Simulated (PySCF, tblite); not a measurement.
**C6H17BO: geometry, infrared bands and NMR shifts**

What infrared bands and NMR shifts should C6H17BO (`C[O+](C)[BH2-]C(C)(C)C`) show?

Computed with tblite 0.8.0 and PySCF 2.14.0, with density-fitted response routines of our own, on a single molecule in the gas phase. Atoms count from 0, in the outputs and in this text.

### 1 Starting geometry

25 atoms, charge 0, multiplicity 1; geometry from: force field or distance geometry start.

Bonds of the start (Å): C0–O1 1.44, O1–C2 1.42, O1–B3 1.51, B3–C4 1.63, C4–C5 1.55, C4–C6 1.54, C4–C7 1.54, C0–H8 1.12, C0–H9 1.10, C0–H10 1.12, C2–H11 1.11, C2–H12 1.12, C2–H13 1.11, B3–H14 1.20, B3–H15 1.22, C5–H16 1.12, C5–H17 1.11, C5–H18 1.11, C6–H19 1.10, C6–H20 1.12, C6–H21 1.11, C7–H22 1.12, C7–H23 1.10, C7–H24 1.12.

### 2 Geometry optimisation with GFN2-xTB

What the job is given:

```
{"job": {"kind": "relax", "xc": "GFN2-xTB", "basis": "xTB"}, "charge": 0, "multiplicity": 1}
C      2.178600    -1.254600     0.212700
O      1.381000    -0.190000    -0.337700
C      2.260500     0.867100    -0.701600
B      0.369900     0.292400     0.681300
C     -1.143500     0.089400     0.115600
C     -1.321100     0.908900    -1.188700
C     -1.403800    -1.395400    -0.190900
C     -2.149500     0.589600     1.163600
H      2.756100    -0.940200     1.114300
H      2.877200    -1.638000    -0.546000
H      1.522400    -2.119700     0.483900
H      2.832000     1.270400     0.158200
H      1.666600     1.702800    -1.157300
H      2.968600     0.530600    -1.491500
H      0.514500     1.448000     0.978600
H      0.448300    -0.302400     1.743200
H     -1.118300     1.991500    -0.997900
H     -2.354000     0.803500    -1.574100
H     -0.620700     0.558900    -1.971400
H     -2.437900    -1.544000    -0.548800
H     -1.276000    -2.006200     0.734700
H     -0.710600    -1.775500    -0.965800
H     -2.053700     0.014700     2.117100
H     -2.003000     1.654300     1.387700
H     -3.194500     0.467900     0.789700
```

On the command line:

```sh
$ OMP_NUM_THREADS=1 python probes_run.py task.json out
```

The driver reads the jobs from task.json and runs them one after another.

**Question.** This job is followed by: GFN2-xTB harmonic vibrations, gas phase; GIAO PBE0/pcSseg-1 NMR shielding, non-relativistic, gas phase. What will the session give for the following? strongest single infrared mode (GFN2-xTB); zero-point energy (GFN2-xTB); 13C shifts against TMS (PBE0/pcSseg-1, means over atoms taken as alike); 1H shifts against TMS (PBE0/pcSseg-1, means over atoms taken as alike); 17O shifts against H2O (PBE0/pcSseg-1); 11B shifts against BF3·OEt2 (PBE0/pcSseg-1); surface potential, 1st and 99th percentile.

**Answer**, as computed:

| quantity | value |
| --- | --- |
| strongest single infrared mode (GFN2-xTB) | 2480 cm⁻¹, 233 km/mol |
| zero-point energy (GFN2-xTB) | 139.8 kcal/mol |
| 13C shifts against TMS (PBE0/pcSseg-1, means over atoms taken as alike) | 69.2, 30.6, 24.5 ppm |
| 1H shifts against TMS (PBE0/pcSseg-1, means over atoms taken as alike) | 3.61, 3.10, 0.86 ppm |
| 17O shifts against H2O (PBE0/pcSseg-1) | 5.2 ppm |
| 11B shifts against BF3·OEt2 (PBE0/pcSseg-1) | 15.4 ppm |
| surface potential, 1st and 99th percentile | -1.11 V and 1.40 V |

What this shows: Over 57 steps the energy fell by 0.458 eV; of the close pairs, O1–B3 changed most, 1.514 to 1.704 Å. All 69 modes are real, so the xTB geometry is a minimum. The strongest single mode, at 2480 cm⁻¹, moves mainly H15 and H14. Unscaled tight-binding wavenumbers are off by several per cent, some by more. Its intensities can rank the bands wrongly. The most deshielded carbon is C0, C2 (mean) (methyl carbon bonded to O), at 69.2 ppm: pulled downfield by the heteroatom. H8, H9, H10, H11, H12, H13 (mean) (hydrogen on a methyl carbon bonded to O) lies farthest downfield among hydrogen, at 3.61 ppm; its carbon carries O, an electronegative neighbour. At PBE0/pcSseg-1: The largest span, 100 ppm, is at C0, C2, where the paramagnetic term is -127 ppm.
